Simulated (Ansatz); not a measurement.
# GaP: how the settings move a relaxation

How sensitive is a relaxation of GaP to its settings? A reference run comes first, then two runs with altered input.

Method: reference: DFT, LDA, PAW with Ansatz's default frozen-core files, scalar-relativistic; relaxation of cell and atoms, in Ansatz 0.2.0.

### Step 1. Starting point

It takes space group F-43m (No. 216, cubic). The conventional cell has a = 5.451 Å, b = 5.451 Å, c = 5.451 Å, α = 90.00°, β = 90.00°, γ = 90.00°. Ga (site symmetry -43m) is surrounded by 4 P at 2.36 Å. Around P (site symmetry -43m) lie 4 Ga at 2.36 Å.

Coordinates:

```
Ga P
1.0
     0.00000    2.72525    2.72525
     2.72525    0.00000    2.72525
     2.72525    2.72525    0.00000
Ga P
1 1
Direct
  0.00000 0.00000 0.00000
  0.75000 0.75000 0.75000
```

### Step 2. The reference run

Input file input.yaml:

```yaml
crystal:
  lattice:
    - [0.0, 2.72525, 2.72525]
    - [2.72525, 0.0, 2.72525]
    - [2.72525, 2.72525, 0.0]
  atoms:
    - { symbol: Ga, position: [0.0, 0.0, 0.0] }
    - { symbol: P, position: [0.75, 0.75, 0.75] }
kpoints:
  mp_grid: { grid: [10, 10, 10] }
scf:
  occupations: { method: fermi_dirac, width: 0.1 }
hamiltonian:
  xc: lda
  pseudopotentials: { kind: paw }
relax:
  f_tol: 0.002
  max_steps: 80
  cell: {}
output:
  forces: true
  stress: true
```

On the command line:

```sh
$ ansatz run input.yaml --threads 1 --pin off --max-ram 3072MiB --backend cpu --events-out ev --progress --plain --runs-dir out
```

### Step 3. Changed: mp_grid.grid [8, 8, 8], mp_grid.shift [0.5, 0.5, 0.5], occupations.method cold, occupations.width 0.3, xc_grid 2

input.yaml: that of step 2 with these lines changed.

```diff
@@ -9,5 +9,5 @@
 kpoints:
-  mp_grid: { grid: [10, 10, 10] }
+  mp_grid: { grid: [8, 8, 8], shift: [0.5, 0.5, 0.5] }
 scf:
-  occupations: { method: fermi_dirac, width: 0.1 }
+  occupations: { method: cold, width: 0.3 }
 hamiltonian:
@@ -22 +22,3 @@
   stress: true
+basis:
+  xc_grid: 2
```

### Step 4. A run with other settings

input.yaml: that of step 2 with these lines changed.

```diff
@@ -9,5 +9,6 @@
 kpoints:
-  mp_grid: { grid: [10, 10, 10] }
+  mp_grid: { grid: [3, 3, 3] }
 scf:
-  occupations: { method: fermi_dirac, width: 0.1 }
+  occupations: { method: fixed }
+  initial_density: { chi_scale: 0.3 }
 hamiltonian:
@@ -22 +23,3 @@
   stress: true
+basis:
+  ecutwfc: "51.4 Ry"
```

(Steps that only read results are left out.)

What does the calculation give? Wanted: for each run, ending; energy change; pressure; gap; force.

As calculated:

```
                                                                                                                run     ending          energy change  pressure (GPa)  gap (eV)  force (eV/Å)  cycles   time
                                                                                                          reference  converged                      0             0.0      1.40          0.00      24  8.3 s
1: mp_grid.grid [8, 8, 8], mp_grid.shift [0.5, 0.5, 0.5], occupations.method cold, occupations.width 0.3, xc_grid 2  converged    -0.3 meV/atom (σ→0)             0.0      1.59          0.00      34   14 s
                                2: mp_grid.grid [3, 3, 3], occupations.method fixed, chi_scale 0.3, ecutwfc 51.4 Ry  converged  +270.9 meV/atom (σ→0)             0.0      1.50          0.00      22  2.1 s
```

**Reading.** Of the converged runs whose energies compare with the reference's, «mp_grid.grid [3, 3, 3], occupations.method fixed, chi_scale 0.3, ecutwfc 51.4 Ry» moves the energy most (+270.9 meV/atom) and «mp_grid.grid [8, 8, 8], mp_grid.shift [0.5, 0.5, 0.5], occupations.method cold, occupations.width 0.3, xc_grid 2» least (-0.3 meV/atom). Of the variants the dearest is «mp_grid.grid [8, 8, 8], mp_grid.shift [0.5, 0.5, 0.5], occupations.method cold, occupations.width 0.3, xc_grid 2» (14 s), the cheapest «mp_grid.grid [3, 3, 3], occupations.method fixed, chi_scale 0.3, ecutwfc 51.4 Ry» (2.1 s), on a shared host.
